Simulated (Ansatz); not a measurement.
Working through a ladder of methods at one geometry of C2H6B2O, SMILES CC1BOB1

With Ansatz 0.2.0, Python API.

The cells in order, each with its output:

```python
from pathlib import Path

import ansatz as az
import numpy as np
```

```python
geometry = (
    az.Crystal.molecule()
    .atom('C', (-1.0636, 0.2593, 0.6022))
    .atom('C', (0.3001, -0.2042, 0.3104))
    .atom('B', (1.1605, 0.8502, -0.453))
    .atom('O', (1.2816, -0.1466, -1.5236))
    .atom('B', (0.3744, -1.209, -0.9117))
    .atom('H', (-1.0775, 1.1277, 1.351))
    .atom('H', (-1.706, -0.5227, 0.9958))
    .atom('H', (-1.5597, 0.7183, -0.3354))
    .atom('H', (0.8061, -0.5816, 1.2632))
    .atom('H', (2.0377, 1.5506, 0.0261))
    .atom('H', (-0.4882, -1.8992, -1.3044))
)

calc = geometry.calculation().basis(gaussian='def2-SVP')
```

```python
print('functional    E (Ha)        dipole (D)   HOMO (eV)  LUMO (eV)')
for name in ['lc_wpbe', 'r2scan0', 'blyp', 'r2scan', 'hf', 'pbe']:
    report = calc.functional(name).forces().orbitals().run(runs_dir='runs').report
    lines = Path(report['orbitals_path']).read_text().splitlines()
    field_of = lambda key: [line.split('=')[1].strip() for line in lines if line.startswith(key)]
    orbitals = [(27.211386 * float(e), s, float(n)) for e, s, n in zip(field_of('Ene='), field_of('Spin='), field_of('Occup='))]
    homo = max(e for e, _, n in orbitals if n > 0.5)
    lumo = min(e for e, _, n in orbitals if n < 0.5)
    dipole = 4.803205 * np.linalg.norm(report['charge_distribution']['dipole_moment_e_ang'])
    print(f'{name:10s} {report["free_energy_ev"] / 27.211386246:14.6f} {dipole:9.3f} {homo:11.3f} {lumo:10.3f}')
```

    functional    E (Ha)        dipole (D)   HOMO (eV)  LUMO (eV)
    lc_wpbe       -204.420869     1.220      -9.754      0.343
    r2scan0       -204.409199     1.215      -7.164     -1.811
    blyp          -204.463869     1.025      -5.429     -2.913
    r2scan        -204.428065     1.129      -5.778     -2.689
    hf            -203.266892     1.396     -10.565      1.726
    pbe           -204.279392     1.053      -5.537     -3.080

Total energies depend on the basis set; only differences at equal settings carry meaning. The geometry is a force-field or estimated start, not a minimum of this method, and the basis set is short of its limit. A lower total doesn't mark the better method: functionals have no common bound, and MP2 and coupled cluster aren't variational. Levels such as HOMO and LUMO are orbital energies: with these approximate functionals they aren't the ionisation energy and electron affinity, and their gap isn't the fundamental gap. The whole script took 21 s on 1 thread of Arm Neoverse V2, with other jobs on the host, peak memory 0.28 GiB.
